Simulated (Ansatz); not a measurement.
Born–Oppenheimer molecular dynamics of a periodic cell of 16 atoms, Cs (start crystal Cs, start structure Pbcm, volume 1 times the crystal's). It goes on from the last frame of an earlier run, with new velocities.

The calculation used DFT r2SCAN-D3(BJ), scalar-relativistic, plane waves, PAW (Ansatz 0.2.0). Settings: accuracy low, cutoff 500 eV, k mesh 1x1x1, fermi-dirac smearing 0.16 eV, no spin polarisation.

```
ensemble        : NPT, Langevin
time step       : 4.5 fs
steps asked     : 260
set temperature : 1260 K
friction        : 0.01 /fs
pressure        : 5 GPa
seed            : 694816
```

Frames 90 fs apart, positions in Å, forces in eV/Å.

Velocities at 90 fs (Å/ps):

```
Cs 2.88 7.21 -0.32
Cs 2.48 -1.47 4.66
Cs -1.41 2.47 1.01
Cs -4.22 4.49 -5.04
Cs -2.47 0.66 -3.57
Cs -2.91 -2.30 5.34
Cs -0.76 -0.26 -2.24
Cs 0.87 6.03 -2.61
Cs -2.30 1.44 1.52
Cs 1.49 1.89 4.13
Cs 1.87 -1.18 -3.11
Cs -5.81 -0.91 5.92
Cs -1.68 -0.96 -0.88
Cs 4.86 -2.25 -2.24
Cs -5.19 -1.84 2.07
Cs 2.34 0.42 2.81
```

```xyz
16
Lattice="10.5052 0.0000 0.0000 0.0000 9.5661 0.0000 0.0000 0.0000 17.1077" Properties=species:S:1:pos:R:3:forces:R:3 time_fs=90 energy_less_start_eV=0.485 T=1589
Cs 4.690 3.326 6.530 0.00 -0.01 0.46
Cs 2.965 5.839 3.416 -0.37 0.05 -0.23
Cs 4.748 1.561 3.029 -0.23 -0.21 -0.30
Cs 1.171 9.040 6.395 -0.07 0.06 0.06
Cs 3.817 3.838 14.436 -0.01 0.02 0.29
Cs 1.194 5.930 11.390 0.17 0.06 -0.16
Cs 4.770 0.913 11.242 -0.12 -0.11 -0.19
Cs 2.312 8.736 15.692 -0.36 -0.02 0.07
Cs 9.683 4.283 6.907 0.03 -0.11 -0.06
Cs 6.654 6.108 1.581 0.26 -0.02 0.14
Cs 8.798 1.966 1.939 0.32 -0.16 0.27
Cs 6.225 7.645 6.683 0.10 0.18 0.07
Cs 9.157 3.574 15.168 0.10 0.09 -0.06
Cs 7.120 5.412 11.344 -0.15 0.15 -0.06
Cs 9.521 0.800 11.155 0.09 -0.03 -0.04
Cs 6.397 8.857 15.724 0.25 0.05 -0.28
16
Lattice="9.6830 0.0000 0.0000 0.0000 8.8174 0.0000 0.0000 0.0000 15.7688" Properties=species:S:1:pos:R:3:forces:R:3 time_fs=180 energy_less_start_eV=2.401 T=1378
Cs 4.398 3.540 5.956 0.01 -0.57 0.90
Cs 2.920 5.252 3.278 -1.14 0.30 -0.51
Cs 4.260 1.394 2.766 -0.18 -0.21 -0.27
Cs 0.805 8.679 5.540 -0.05 -0.10 0.15
Cs 2.956 3.488 13.435 0.14 0.21 0.25
Cs 0.593 5.594 10.745 0.62 0.15 -0.19
Cs 4.236 0.774 10.277 -0.18 -0.01 -0.11
Cs 1.899 8.498 14.345 -0.15 -0.32 0.16
Cs 8.773 3.971 6.367 0.15 -0.10 -0.09
Cs 6.005 5.624 1.979 0.80 0.01 -0.09
Cs 8.213 1.535 1.699 0.37 0.00 0.41
Cs 5.569 7.050 6.758 0.09 0.45 0.02
Cs 8.059 3.158 13.864 0.02 0.22 0.11
Cs 6.814 4.918 10.358 -0.56 0.13 -0.01
Cs 8.561 0.735 10.350 0.06 -0.07 -0.14
Cs 6.103 8.027 14.865 0.01 -0.09 -0.58
16
Lattice="8.9376 0.0000 0.0000 0.0000 8.1386 0.0000 0.0000 0.0000 14.5548" Properties=species:S:1:pos:R:3:forces:R:3 time_fs=270 energy_less_start_eV=4.010 T=1430
Cs 3.928 3.389 5.635 -0.05 -0.41 0.70
Cs 2.266 4.946 2.994 -1.21 0.21 -0.68
Cs 4.023 1.161 2.557 -0.17 -0.11 -0.26
Cs 0.393 7.785 4.993 -0.02 0.03 0.24
Cs 2.557 3.161 12.662 -0.10 0.56 0.20
Cs 0.424 5.447 9.901 0.84 -0.50 -0.06
Cs 3.662 0.846 9.443 -0.37 0.12 0.01
Cs 1.762 7.915 13.099 -0.09 -0.80 0.20
Cs 8.125 3.649 5.815 0.18 -0.19 0.04
Cs 5.372 5.266 1.929 0.82 -0.34 0.34
Cs 7.741 1.041 1.546 0.52 0.22 0.45
Cs 5.207 6.825 6.712 0.01 0.21 -0.22
Cs 7.028 2.814 12.770 0.21 0.30 0.23
Cs 5.863 4.589 9.771 -0.43 0.16 -0.07
Cs 7.873 0.452 9.467 -0.16 0.59 -0.13
Cs 5.628 7.281 13.748 0.03 -0.05 -1.00
16
Lattice="8.5002 0.0000 0.0000 0.0000 7.7403 0.0000 0.0000 0.0000 13.8425" Properties=species:S:1:pos:R:3:forces:R:3 time_fs=360 energy_less_start_eV=4.889 T=1555
Cs 3.797 2.934 5.893 -0.16 0.25 -0.23
Cs 1.407 4.511 2.521 -0.04 0.24 -0.61
Cs 3.850 1.426 2.400 -0.29 -0.39 -0.21
Cs 0.131 7.153 4.959 0.18 0.02 0.59
Cs 2.328 3.262 11.962 -0.40 -0.15 0.57
Cs 0.606 5.351 9.402 0.59 -1.05 -0.24
Cs 3.492 1.201 9.036 -0.51 -0.26 0.20
Cs 1.727 7.316 12.443 -0.04 -0.41 0.24
Cs 7.845 3.304 5.321 0.25 -0.25 0.49
Cs 5.107 4.954 2.023 0.21 0.02 0.19
Cs 7.572 0.575 1.703 0.17 0.24 -0.03
Cs 5.043 6.919 6.407 -0.29 -0.20 -0.31
Cs 6.731 2.445 12.259 0.46 0.39 0.48
Cs 5.187 4.490 9.897 0.14 0.38 -0.77
Cs 7.528 0.444 9.191 -0.47 1.19 -0.39
Cs 5.300 6.729 12.699 0.20 -0.01 0.03
16
Lattice="8.1997 0.0000 0.0000 0.0000 7.4667 0.0000 0.0000 0.0000 13.3532" Properties=species:S:1:pos:R:3:forces:R:3 time_fs=450 energy_less_start_eV=6.920 T=1315
Cs 3.773 3.034 6.061 0.16 0.60 -0.82
Cs 1.053 4.275 1.934 -0.09 0.25 0.03
Cs 3.706 1.601 2.485 -0.60 -1.35 0.07
Cs 0.103 6.758 5.014 0.29 -0.19 0.56
Cs 1.989 3.510 11.672 -0.06 -1.27 0.92
Cs 0.624 5.119 9.099 -0.01 -0.22 -0.76
Cs 2.984 1.534 8.971 -0.18 -0.84 0.17
Cs 1.373 6.681 12.133 0.23 0.83 0.23
Cs 7.641 2.918 5.339 0.42 0.25 0.35
Cs 4.773 4.582 1.881 0.56 1.08 0.02
Cs 7.435 0.404 1.707 0.06 0.10 0.28
Cs 4.607 7.006 5.871 -0.63 -0.57 -0.12
Cs 6.427 2.105 12.211 0.33 1.34 -0.01
Cs 4.986 4.568 9.735 0.34 -0.25 -1.30
Cs 7.151 0.673 8.973 -0.36 0.58 -0.51
Cs 5.098 6.599 12.195 -0.46 -0.34 0.90
16
Lattice="8.0588 0.0000 0.0000 0.0000 7.3383 0.0000 0.0000 0.0000 13.1237" Properties=species:S:1:pos:R:3:forces:R:3 time_fs=540 energy_less_start_eV=6.015 T=2002
Cs 4.019 3.260 5.994 -0.02 -0.36 -0.76
Cs 1.007 4.362 1.714 -0.02 -0.23 1.29
Cs 3.478 1.296 2.461 -0.42 0.02 -0.29
Cs 0.467 6.531 5.144 -0.39 0.09 0.40
Cs 1.835 3.054 11.770 -0.04 -0.76 0.60
Cs 0.372 4.798 8.586 0.29 0.35 0.55
Cs 2.697 1.408 9.001 0.18 -0.67 -0.56
Cs 1.375 6.401 12.293 0.43 0.98 -1.06
Cs 7.973 2.915 5.747 0.11 -0.03 -0.82
Cs 4.847 4.712 1.836 0.11 -0.01 0.47
Cs 7.154 0.495 2.179 -0.03 0.30 -0.09
Cs 4.085 6.902 5.439 0.37 -0.33 0.60
Cs 6.259 2.423 12.208 -0.42 0.85 0.06
Cs 4.832 4.409 9.245 -0.07 0.27 -0.49
Cs 7.032 1.244 8.865 -0.38 -0.17 0.02
Cs 5.383 6.460 11.973 0.28 -0.30 0.06
16
Lattice="8.0484 0.0000 0.0000 0.0000 7.3289 0.0000 0.0000 0.0000 13.1067" Properties=species:S:1:pos:R:3:forces:R:3 time_fs=630 energy_less_start_eV=5.516 T=1507
Cs 4.212 3.284 5.971 -0.22 -0.33 -0.55
Cs 0.893 4.450 2.330 0.08 0.10 -0.11
Cs 3.360 1.317 2.204 -0.28 0.10 0.23
Cs 0.602 6.939 5.232 -0.55 -0.51 1.21
Cs 1.762 2.576 12.159 0.21 0.63 0.10
Cs 0.421 4.653 8.658 0.57 0.83 0.84
Cs 2.696 1.129 8.973 0.32 -0.15 -0.11
Cs 1.555 6.422 12.278 0.34 -0.39 -0.17
Cs 8.045 3.242 5.751 0.19 -0.32 -0.85
Cs 4.804 5.117 2.127 0.03 -0.33 0.44
Cs 7.165 0.667 2.569 -0.38 0.54 -0.92
Cs 4.008 6.820 5.451 0.90 0.34 0.40
Cs 6.158 2.705 12.578 -0.40 0.14 -0.37
Cs 4.948 4.402 9.295 -0.41 0.30 -0.21
Cs 7.067 1.499 9.041 -0.44 -0.65 -0.10
Cs 5.788 6.551 12.027 0.05 -0.29 0.18
16
Lattice="7.9797 0.0000 0.0000 0.0000 7.2663 0.0000 0.0000 0.0000 12.9949" Properties=species:S:1:pos:R:3:forces:R:3 time_fs=720 energy_less_start_eV=6.579 T=866
Cs 3.933 3.072 5.240 0.23 0.16 0.46
Cs 0.885 4.405 2.590 0.36 0.76 -1.31
Cs 3.194 0.945 2.140 -0.28 0.46 0.56
Cs 0.549 6.916 5.365 -0.57 -0.09 0.45
Cs 1.831 2.695 12.497 0.01 0.20 -0.80
Cs 0.814 4.795 8.810 -0.06 0.02 0.11
Cs 2.392 0.973 8.711 0.70 0.28 0.47
Cs 1.609 6.355 12.185 0.93 -0.08 0.09
Cs 8.040 3.343 5.429 -0.20 -0.75 1.33
Cs 4.788 5.316 2.359 0.56 -0.66 0.27
Cs 7.274 1.145 2.502 -0.18 -0.66 0.49
Cs 4.169 6.715 5.933 0.43 0.03 -0.43
Cs 6.050 2.610 12.921 -0.41 1.04 -1.47
Cs 4.898 4.376 9.444 -0.33 0.00 -0.36
Cs 6.886 1.329 8.826 -0.54 -0.20 -0.24
Cs 6.207 6.596 11.976 -0.65 -0.50 0.38
16
Lattice="7.9804 0.0000 0.0000 0.0000 7.2670 0.0000 0.0000 0.0000 12.9961" Properties=species:S:1:pos:R:3:forces:R:3 time_fs=810 energy_less_start_eV=5.766 T=1500
Cs 3.808 2.872 4.888 0.32 0.29 0.92
Cs 1.083 4.565 2.459 0.01 0.29 -0.11
Cs 3.030 0.684 2.259 -0.17 0.15 -0.21
Cs 0.504 7.032 5.625 -0.23 -1.41 0.37
Cs 1.883 2.975 12.407 0.13 -0.49 -0.63
Cs 0.658 4.918 8.856 -0.16 -0.19 -0.08
Cs 2.640 1.063 8.621 -0.08 0.48 0.46
Cs 1.877 6.490 11.878 0.25 0.14 0.60
Cs 8.008 3.027 5.512 -0.02 0.86 0.43
Cs 4.987 5.039 2.336 0.36 -0.14 0.25
Cs 7.395 0.950 2.661 -0.65 -0.03 -0.60
Cs 4.379 6.625 6.158 0.40 -0.15 -0.90
Cs 5.959 2.718 12.673 0.03 0.02 -0.66
Cs 4.646 4.588 9.063 0.05 -0.09 0.17
Cs 6.661 1.298 8.748 -0.12 -0.06 0.11
Cs 6.021 6.326 12.189 -0.11 0.32 -0.12
16
Lattice="7.9845 0.0000 0.0000 0.0000 7.2707 0.0000 0.0000 0.0000 13.0027" Properties=species:S:1:pos:R:3:forces:R:3 time_fs=900 energy_less_start_eV=6.128 T=1596
Cs 3.966 2.697 4.675 -0.18 0.48 0.95
Cs 1.220 4.817 2.437 0.06 0.02 0.12
Cs 2.953 0.997 1.970 0.04 -0.27 0.03
Cs 0.508 6.858 5.935 0.15 -0.41 -0.36
Cs 1.743 3.017 12.072 0.31 0.07 0.19
Cs 0.851 4.657 8.940 -0.40 0.26 -0.05
Cs 2.698 1.428 8.785 0.09 -0.19 -0.15
Cs 2.070 6.818 11.958 -0.19 -0.86 0.00
Cs 7.894 3.145 5.664 0.58 0.03 -0.10
Cs 5.485 4.819 2.367 -0.29 0.17 0.05
Cs 7.151 0.802 2.784 0.15 0.13 -0.27
Cs 4.888 6.589 5.872 -0.38 0.09 -0.79
Cs 5.843 2.667 12.543 0.08 0.02 -0.73
Cs 4.500 4.732 8.541 0.25 -0.24 1.14
Cs 6.634 1.347 8.502 -0.07 0.07 0.60
Cs 6.110 6.235 12.278 -0.20 0.61 -0.62
16
Lattice="7.9245 0.0000 0.0000 0.0000 7.2161 0.0000 0.0000 0.0000 12.9051" Properties=species:S:1:pos:R:3:forces:R:3 time_fs=990 energy_less_start_eV=8.238 T=1105
Cs 3.946 2.788 4.553 -0.64 -0.06 0.56
Cs 1.562 4.738 2.305 0.06 0.24 0.44
Cs 2.940 1.303 1.439 0.34 0.21 1.57
Cs 0.706 6.627 5.939 0.14 0.96 -0.55
Cs 1.539 2.880 11.769 0.07 0.15 0.36
Cs 0.752 4.575 8.934 -0.19 0.41 -0.09
Cs 2.821 1.478 8.810 0.19 -0.54 -0.31
Cs 1.952 6.609 12.049 -0.40 -1.39 -1.29
Cs 7.877 3.427 5.725 0.47 -0.90 -0.66
Cs 5.895 4.864 2.656 0.43 -1.05 -1.64
Cs 6.699 0.890 2.771 0.30 0.76 -0.72
Cs 5.033 6.549 5.202 -0.60 0.22 1.78
Cs 5.476 2.518 12.165 0.36 0.21 -0.28
Cs 4.485 4.660 8.170 0.05 0.24 0.55
Cs 6.689 1.385 8.430 -0.12 -0.13 0.27
Cs 6.098 5.989 11.830 -0.45 0.65 0.02
16
Lattice="7.9036 0.0000 0.0000 0.0000 7.1970 0.0000 0.0000 0.0000 12.8710" Properties=species:S:1:pos:R:3:forces:R:3 time_fs=1080 energy_less_start_eV=8.169 T=1592
Cs 3.683 2.646 4.847 -0.32 0.21 0.36
Cs 1.603 4.707 2.315 0.61 0.76 0.07
Cs 2.785 1.512 1.704 -0.24 -0.98 0.37
Cs 1.052 6.777 5.818 0.03 0.91 -0.28
Cs 1.210 2.841 11.946 0.15 0.12 -0.71
Cs 0.475 4.631 8.779 0.25 0.43 0.28
Cs 3.011 1.204 8.800 0.00 -0.22 0.09
Cs 1.727 6.576 11.707 0.04 -0.85 0.29
Cs 8.074 3.678 5.357 -0.33 -1.16 -0.33
Cs 5.993 4.646 2.373 -0.21 0.96 -0.46
Cs 6.346 1.402 2.692 0.29 -1.14 -0.57
Cs 5.095 6.351 5.323 0.41 0.52 0.19
Cs 5.298 2.128 11.853 0.15 1.92 0.02
Cs 4.348 4.320 7.892 -0.17 0.35 0.99
Cs 6.730 1.674 8.294 -0.08 -0.68 -0.26
Cs 6.032 6.205 11.800 -0.57 -1.16 -0.04
```

Of the whole run (1170 fs, mean temperature of the second half 1354 K): The conserved energy stayed within 0.22 meV per atom of its start (net change 0.089 meV per atom), so the integration is sound. A run of 1.2 ps of so small a system gives no equilibrium averages. Limits of this set-up: coarse k mesh, low accuracy level. The cell's volume went from 1995 to 758 Å³.

Time of the run: 17 min on 4 threads of AMD EPYC 9R45 96-Core Processor (Zen 5), on a shared host, peak memory 3 GiB.
